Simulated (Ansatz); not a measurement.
ZnGa3, space group Pm-3m, a scan of one input key

Program: the Ansatz DFT code, driven from Python.

At the Python prompt:
```pycon
>>> import ansatz as az
>>> system = (
...     az.Lattice.from_parameters(4.070862, 4.070862, 4.070862, alpha=90.0, beta=90.0, gamma=90.0)
...     .atom('Zn', (0.0, 0.0, 0.0))
...     .atom('Ga', (0.0, 0.5, 0.5))
...     .atom('Ga', (0.5, 0.0, 0.5))
...     .atom('Ga', (0.5, 0.5, 0.0))
... )
>>> len(system.resolved().sites)
4
>>> model = (
...     system.calculation()
...     .occupations('fermi_dirac', width=0.1)
...     .kpoints(density=3.8)
...     .basis(17 * az.Ha)
...     .functional('pbesol')
...     .scf(max_iterations=100)
...     .band_table()
... )
>>> typed = model.input()
>>> rows = []
>>> for value in [1, 2, 3]:
...     edited = typed.set(az.key.basis.xc_grid, value)
...     r = az.Session.from_dict(edited).plan().execute().report
...     rows.append((value, r['free_energy_ev'], r['n_iterations'], len(r['eigenvalues_ev'][0]) if 'eigenvalues_ev' in r else 0))
...
>>> for row in rows:
...     print('; '.join(f'{name} = {round(v, 4) if isinstance(v, float) else v}' for name, v in zip(['xc grid', 'F eV', 'iterations', 'bands listed'], row)))
...
xc grid = 1; F eV = -14510.3643; iterations = 7; bands listed = 31
xc grid = 2; F eV = -14510.3643; iterations = 7; bands listed = 31
xc grid = 3; F eV = -14510.3643; iterations = 7; bands listed = 31
>>> print(edited.to_yaml())
crystal:
  lattice:
    a: 4.070862
    b: 4.070862
    c: 4.070862
    alpha: 90.0
    beta: 90.0
    gamma: 90.0
  atoms:
    - { symbol: Zn, position: [0.0, 0.0, 0.0] }
    - { symbol: Ga, position: [0.0, 0.5, 0.5] }
    - { symbol: Ga, position: [0.5, 0.0, 0.5] }
    - { symbol: Ga, position: [0.5, 0.5, 0.0] }
basis:
  ecutwfc: 462.593566181796
  xc_grid: 3
kpoints:
  mp_grid:
    kspacing: 0.2631578947368421
hamiltonian:
  xc: pbesol
scf:
  max_iter: 100
  occupations:
    method: fermi_dirac
    width: 0.1
output:
  eigenvalues: true
```

What to keep in mind:
- Absolute energies stand on the zero of these potentials, so only differences at equal settings mean something. A total without «per atom» is that of the whole cell that was run.
- For a metal this k-point mesh is coarse: on a finer one energies can move by several to tens of meV an atom and pressures by half a GPa or more, differences at one mesh by less.
- The structure comes from a database of computed cells and needn't be a stable or known phase.
- Finished in 9 s on 1 thread of Arm Neoverse V1 (shared host), peak memory 0.43 GiB.
